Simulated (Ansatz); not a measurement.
# TiPt3 (Pm-3m) in Ansatz: notebook, part 2 of 2

Ansatz 0.2.0. The steps go on from the part before.

## (3) Relaxation of cell and atoms, PBEsol, target pressure 20 GPa, at which the enthalpy is minimised

input.yaml reads:

```yaml
crystal:
  lattice:
    - [3.897, 0.0, 0.0]
    - [0.0, 3.897, 0.0]
    - [0.0, 0.0, 3.897]
  atoms:
    - { symbol: Pt, position: [0.5, 0.5, 0.0] }
    - { symbol: Pt, position: [0.5, 0.0, 0.5] }
    - { symbol: Pt, position: [0.0, 0.5, 0.5] }
    - { symbol: Ti, position: [0.0, 0.0, 0.0] }
kpoints:
  mp_grid: { grid: [7, 7, 7] }
scf:
  occupations: { method: fermi_dirac, width: 0.05 }
hamiltonian:
  xc: pbesol
  pseudopotentials: { kind: all_electron, lapw: { basis_error: 0.002 } }
output:
  forces: true
  stress: true
relax:
  f_tol: 0.02
  max_steps: 60
  cell: { p_target: 20 }
```

Potentials or basis: all-electron LAPW, scalar-relativistic.

Started as:

```sh
> ansatz run input.yaml --threads 2 --pin off --max-ram 8192MiB --backend cpu --events-out ev --progress --plain --runs-dir out
```

Output:

```text
Warning: RAYON_NUM_THREADS=2 ignored (pool sized by the plan → 2); use --threads N
The last accepted step is kept in <dir> (removed where the run ends without a failure and the disk answers)
LAPW: plane waves up to 8.472 Å⁻¹, error target 2.0e-3 eV per atom; small_component_spin mean_spin; Ti in spheres of 1.336 Å, 12 of its electrons in bands, Dirac shells []; Pt in spheres of 1.336 Å, 42 of its electrons in bands, Dirac shells [] (how accurate: hamiltonian.pseudopotentials.lapw.basis_error, Limitations)
Engine: ansatz 0.2.0, aarch64-unknown-linux-gnu
Pseudopotentials: kind: all_electron
Pseudopotential: Pt, LAPW, valence charge 42, lapw/all_electron/scalar/gaussian/Pt, Koelling and Harmon's equation, gaussian nucleus
Pseudopotential: Ti, LAPW, valence charge 12, lapw/all_electron/scalar/gaussian/Ti, Koelling and Harmon's equation, gaussian nucleus
Functional definition: PBEsol
  exchange = pbesol_x
  correlation = pbesol_c
Crystal: 4 atoms, lattice volume = 59.182 Å³
Basis set: ecut = 273.4682854228169 eV, 619 PW (Γ), exchange–correlation at level 2
Bands: 83, of which v1, the nominal top of the filled ones, is band 69 counted from 1 (68 counted from 0)
Symmetry: 48 space group operations
Space group: Pm-3m (ITA 221), of the structure as read, at distance tolerance 3.9e-5 Å
k-points: 20 of 343
Non-local potential: Pt, projectors of the file, none
Non-local potential: Ti, projectors of the file, none
Initial density: superposition of atomic densities (chi_scale 0.1, normalization cell, long waves kept (reshape's long-wave potential 0.00 eV rms))
Initial wavefunctions: plane waves of lowest kinetic energy (no species holds an atomic orbital)
Functional: x = pbesol(κ = 0.804, μ = 0.12345679012345678), c = pbesol(β = 0.046)
iter 1 solved again at ethr=5.10e-3 eV; its pass at ethr=1.00e-1 eV (dr2=7.04e0 eV) is discarded
SCF iter   1: F=—  HF=-1525668.169565 eV  |F-HF|=—  |Δ(HF+E_count)|=         —  Δρ=7.75e-2  dr2=7.04e0  ethr=5.10e-3  ⟨swp⟩=2.0  Hψ=10301  notcnv=0
preconditioner: auto → Kerker (q_TF=auto, 3.142 Å⁻¹)  [metal: Δε(μ)=0.014 eV  Ē_g=10.324 eV  σ=0.050 eV  W_gap=0.07  n_scr=26 (ndim 8)  ℏωp=28.1 eV  f_vac=0.000  D(μ)=6.56/eV (n_scr^D=80)]
SCF iter   2: F=—  HF=-1525669.632756 eV  |F-HF|=—  |Δ(HF+E_count)|=    1.46e0  Δρ=6.91e-2  dr2=6.32e0  ethr=5.10e-3  ⟨swp⟩=2.8  Hψ=4833  notcnv=0
SCF iter   3: F=—  HF=-1525665.874230 eV  |F-HF|=—  |Δ(HF+E_count)|=    3.76e0  Δρ=2.58e-2  dr2=6.58e-1  ethr=4.58e-3  ⟨swp⟩=2.0  Hψ=4800  notcnv=0
SCF iter   4: F=—  HF=-1525668.271576 eV  |F-HF|=—  |Δ(HF+E_count)|=    2.40e0  Δρ=1.29e-1  dr2=2.42e1  ethr=4.77e-4  ⟨swp⟩=3.0  Hψ=5188  notcnv=0  recentre
SCF iter   5: F=—  HF=-1525665.609482 eV  |F-HF|=—  |Δ(HF+E_count)|=    2.66e0  Δρ=1.58e-2  dr2=3.67e-1  ethr=4.77e-4  ⟨swp⟩=2.2  Hψ=4798  notcnv=0
[... 79 lines left out ...]
SCF iter   3: F=-1525665.337249 eV  HF=-1525665.337249 eV  |F-HF|=0.00e0  |Δ(HF+E_count)|=   4.07e-8  Δρ=7.61e-7  dr2=8.16e-10  ethr=1.05e-11 (applied; sched 1.00e-12)  ⟨swp⟩=2.0  Hψ=8254  notcnv=0
SCF 6 converged in 3 iterations: F = -1525665.337249 eV  dr2 = 8.16e-10
relax step   6: F+E_penalty+E_count = -1525665.33724946 eV  Δ(F+E_penalty+E_count) = +4.422e-6 eV  max|allowed force component| = 6.276e-31 eV/Å  Δτ_max = 0.0000 Å  P = +20.007 GPa  Ω = 55.599 Å³  stress off target by 6.96e-3 GPa  SCF on the basis re-selected at this cell (its energy is not comparable with the rows above)  (3 SCF iters)
basis re-selected at this cell: Δ(F+E_penalty+E_count) = +4.422e-6 eV, ΔP = +0.001 GPa vs the last step (what re-selecting the basis moved, after the strain that the cell walked since its last selection, with what the two solves' SCF thresholds leave and, on support functions, any second-order correction that the steps lacked; it is no measure of the basis error at this ecutwfc). This SCF's stress stands 6.96e-3 GPa from its target on what of the cell is left free (relax.cell.stress_tol is 5.00e-2 GPa) and its largest allowed force component is 6.28e-31 eV/Å (relax.f_tol is 2.00e-2 eV/Å): within both
SCF converged after 3 iterations
Free energy (F): -1525665.337249 eV
Harris-Foulkes:  -1525665.337249 eV  (|F-HF|=0.00e0)
Internal energy: -1525665.324193 eV  (E = F + TS)
E sigma→0 (E₀):  -1525665.330721 eV
Entropy (-TS):   -0.013056 eV (-3.264 meV/atom)
Fermi energy:    28.918609 eV
--- Per-component energies (eV) ---
  E_band       = -10017.799797
  E_kinetic    = 1729490.014757
  E_xc         = -29788.184761
  E_electrostatic = -3225367.154189  (all electrons and nuclei)
  E_smearing   = -0.013056  (= −TS)
  E_closure    = 0.000000  (closes the sum)
  E_atoms      = -1525633.900241  (free atoms, spherical and without spin; not in F)
  Σ components = -1525665.337249   (vs F -1525665.337249, Δ=0.00e0)
  Basis errors (estimates in eV, not in F): energy 4.3e-4 per atom: plane waves 3.5e-4 (1.9e-4 summed), levels above the bands 2.1e-104, relativity 1.3e-7, radial functions 7.4e-5, core shells 6.2e-7; eigenvalues (radial functions only) 1.0e-6; not estimated: angular momenta, meshes, grids; target (lapw.basis_error) 2.0e-3; muffin-tin radii Ti 1.309 Å, Pt 1.309 Å
--- Forces (eV/Å), atoms counted from 1 ---
  atom   1  Pt    -0.00000000    -0.00000000     0.00000000
  atom   2  Pt    -0.00000000     0.00000000     0.00000000
  atom   3  Pt     0.00000000     0.00000000     0.00000000
  atom   4  Ti    -0.00000000     0.00000000     0.00000000
  max |Σ_I F_I| component: 1.43e-30 eV/Å
--- Stress (GPa, compression-positive) ---
       20.006956       0.000000      -0.000000
        0.000000      20.006956      -0.000000
       -0.000000      -0.000000      20.006956
  P = ⅓ Tr σ = 20.0070 GPa (200.070 kbar)
--- Relaxed structure (5 steps of the walk, 4 accepted, 1 SCFs on fresh bases) ---
  F+E_penalty+E_count = -1525665.33724946 eV   max|allowed force component| = 6.276e-31 eV/Å   (the final SCF, on the basis selected at the relaxed cell)
  cell:  # Å, volume = 55.5988 Å³
    - [3.816702900781555, -2.9009319787332737e-33, -4.453712996395483e-34]
    - [-2.387350660230011e-33, 3.816702900781555, 1.1234591342258874e-34]
    - [-3.811736348266404e-34, 1.1234591342258874e-34, 3.816702900781555]
  atoms:
    - { symbol: Pt, position: [0.5, 0.5, 2.0313011796700687e-49] }
    - { symbol: Pt, position: [0.5, 1.0878152370075236e-48, 0.5] }
    - { symbol: Pt, position: [1.071244095804952e-47, 0.5, 0.5] }
    - { symbol: Ti, position: [1.836254054525748e-48, 1.6826232372148285e-48, 4.389451923169117e-49] }
```

Run time: 78 s. Hardware: 2 threads of Arm Neoverse V2, shared host; peak memory 0.53 GiB.

Results:

```yaml
Free_energy: -1525665.3372 eV
Relaxed_volume: 13.90 Å³/atom
Relaxed_cell: a = 3.817 Å, b = 3.817 Å, c = 3.817 Å, α = 90.00°, β = 90.00°, γ = 90.00°
Space_group_after_relaxing_to_0.05_Å: Pm-3m (No. 221)
Energy_change_on_relaxing_the_enthalpy_is_what_falls: +54.0 meV/atom
Ionic_steps: 5
Pressure_after_relaxing: 20.0 GPa
```

The path:
| step | energy change (eV) | largest force (eV/Å) | volume (Å³) |
| --- | --- | --- | --- |
| 1 | 0.0000 | 0.0000 | 59.18 |
| 2 | 0.1550 | 0.0000 | 56.13 |
| 3 | 0.2238 | 0.0000 | 55.54 |
| 4 | 0.2159 | 0.0000 | 55.60 |
| 5 | 0.2159 | 0.0000 | 55.60 |

Final structure:
```
Pt Ti
1.0
     3.81670    0.00000    0.00000
     0.00000    3.81670    0.00000
     0.00000    0.00000    3.81670
Pt Ti
3 1
Cartesian
  1.9084 1.9084 0.0000
  1.9084 0.0000 1.9084
  0.0000 1.9084 1.9084
  0.0000 0.0000 0.0000
```

The run has no spin-orbit coupling, so splittings on Pt are missing.

## (4) Relaxation of cell and atoms, PBEsol, target pressure 30 GPa, at which the enthalpy is minimised

input.yaml: that of step 3 with these lines changed.

```diff
@@ -23,2 +23,2 @@
   max_steps: 60
-  cell: { p_target: 20 }
+  cell: { p_target: 30 }
```

Started as:

```sh
> ansatz run input.yaml --threads 2 --pin off --max-ram 8192MiB --backend cpu --events-out ev --progress --plain --runs-dir out
```

Wall time 76 s (2 threads of Arm Neoverse V2, shared host); peak memory 0.54 GiB.

Results (log left out):

- Free energy: -1525665.1150 eV
- Relaxed volume: 13.54 Å³/atom
- Relaxed cell: a = 3.784 Å, b = 3.784 Å, c = 3.784 Å, α = 90.00°, β = 90.00°, γ = 90.00°
- Space group after relaxing (to 0.05 Å): Pm-3m (No. 221)
- Energy change on relaxing (the enthalpy is what falls): +109.6 meV/atom
- Ionic steps: 6
- Pressure after relaxing: 30.0 GPa

The path:
| step | energy change (eV) | largest force (eV/Å) | volume (Å³) |
| --- | --- | --- | --- |
| 1 | 0.0000 | 0.0000 | 59.18 |
| 2 | 1.3145 | 0.0000 | 50.94 |
| 3 | 0.3469 | 0.0000 | 54.69 |
| 4 | 0.4360 | 0.0000 | 54.18 |
| 5 | 0.4382 | 0.0000 | 54.17 |
| 6 | 0.4382 | 0.0000 | 54.17 |

Final structure:
```cif
data_structure
_symmetry_space_group_name_H-M 'P 1'
_symmetry_Int_Tables_number 1
_cell_length_a 3.7837
_cell_length_b 3.7837
_cell_length_c 3.7837
_cell_angle_alpha 90.000
_cell_angle_beta 90.000
_cell_angle_gamma 90.000
_cell_volume 54.17
loop_
_atom_site_label
_atom_site_type_symbol
_atom_site_fract_x
_atom_site_fract_y
_atom_site_fract_z
_atom_site_occupancy
Pt1 Pt 0.50000 0.50000 0.00000 1
Pt2 Pt 0.50000 0.00000 0.50000 1
Pt3 Pt 0.00000 0.50000 0.50000 1
Ti1 Ti 0.00000 0.00000 0.00000 1
```

Spin-orbit coupling is left out, which matters for the levels of Pt.

## (5) Summary

```tsv
cell	pressure (GPa)
relaxed to 10 GPa	10.0
relaxed to 20 GPa	20.0
relaxed to 30 GPa	30.0
```

Alike in all rows: task relaxation of cell and atoms; level PBEsol; potentials or basis all-electron LAPW, scalar-relativistic; no spin polarisation; k mesh 7 × 7 × 7; smearing fermi-dirac 0.05 eV; basis error allowed 0.002 eV/atom.

Compare energies only between runs with the same functional and basis.
